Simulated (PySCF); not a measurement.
**OsF: from the state search to spectroscopic constants**

One table from this session's results is given with a row withheld; the runs are named, their logs left out.

Program: PySCF 2.14.0. Level of theory: Os def2-TZVPP with ECP60, F def2-TZVPP, scalar-relativistic core potentials. These are calculated values, not measurements.

Set-up of the first run:

Settings of the job:

```json
{
  "atoms": "Os, F",
  "charge": "0",
  "basis": "Os def2-TZVPP with ECP60, F def2-TZVPP",
  "Hamiltonian": "scalar-relativistic core potentials",
  "basis functions": "87",
  "electrons treated": "25",
  "masses in u": "191.9615, 18.9984",
  "levels": "PBE0, PBE, r²SCAN, B3LYP, MN15, LDA, B97-3, ωB97M-V, HF, MP2, SCS-MP2",
  "grid": "80 radial by 434 angular points",
  "occupations": "held fixed by the projection of orbital angular momentum",
  "dissociation limit": "Os + F, each in its ground configuration",
  "starting distance in angstrom": "1.840",
  "values of 2S to try": "1, 3, 5, 7"
}
```

Launch:

```sh
$ OMP_NUM_THREADS=1 python dia.py task.json out
```

Among the steps run: Set-up; PBE0 along the bond; Higher solutions at PBE0; PBE; r²SCAN (meta-GGA); B3LYP; MN15 (hybrid meta-GGA); LDA (local density); B97-3; ωB97M-V (range-separated hybrid); ROHF.

One table of the session follows, with a row left open; its other results are not shown here.

Energy (eV) from each level's lowest point:

```
R (Å)   ROHF  ROHF-MP2  ROHF-SCS-MP2    LDA    PBE
1.562  1.896     1.579         1.669  1.405  1.700
1.634  0.870     0.653         0.714  0.540  0.742
1.707      ?         ?             ?      ?      ?
1.762  0.086     0.024         0.040  0.000  0.051
1.816  0.000     0.000         0.000  0.008  0.000
1.871  0.008     0.071         0.056  0.106  0.041
1.943  0.119     0.268         0.235  0.330  0.196
2.034  0.355     0.619         0.566  0.699  0.487
2.143  0.710     1.115         1.041  1.195  0.906
2.288  1.224     1.801         1.704  1.852  1.489
```

Q: Estimate the row for R (Å) = 1.707 from the others.

Worked estimate for «ROHF». A straight line through the neighbours (1.634, 0.870) and (1.762, 0.086) gives 0.870 + (0.086 − 0.870) × (1.707 − 1.634) / (1.762 − 1.634) = 0.423; a parabola fitted to 4 rows on both sides gives 0.276.

As computed: ROHF: 0.301; ROHF-MP2: 0.175; ROHF-SCS-MP2: 0.209; LDA: 0.115; PBE: 0.229. In «ROHF» the line misses by +0.122 and the parabola by -0.025.

Limits of these values: The state is the lowest single determinant that the PBE0 search found; with open d or f shells the true ground state can be another one.
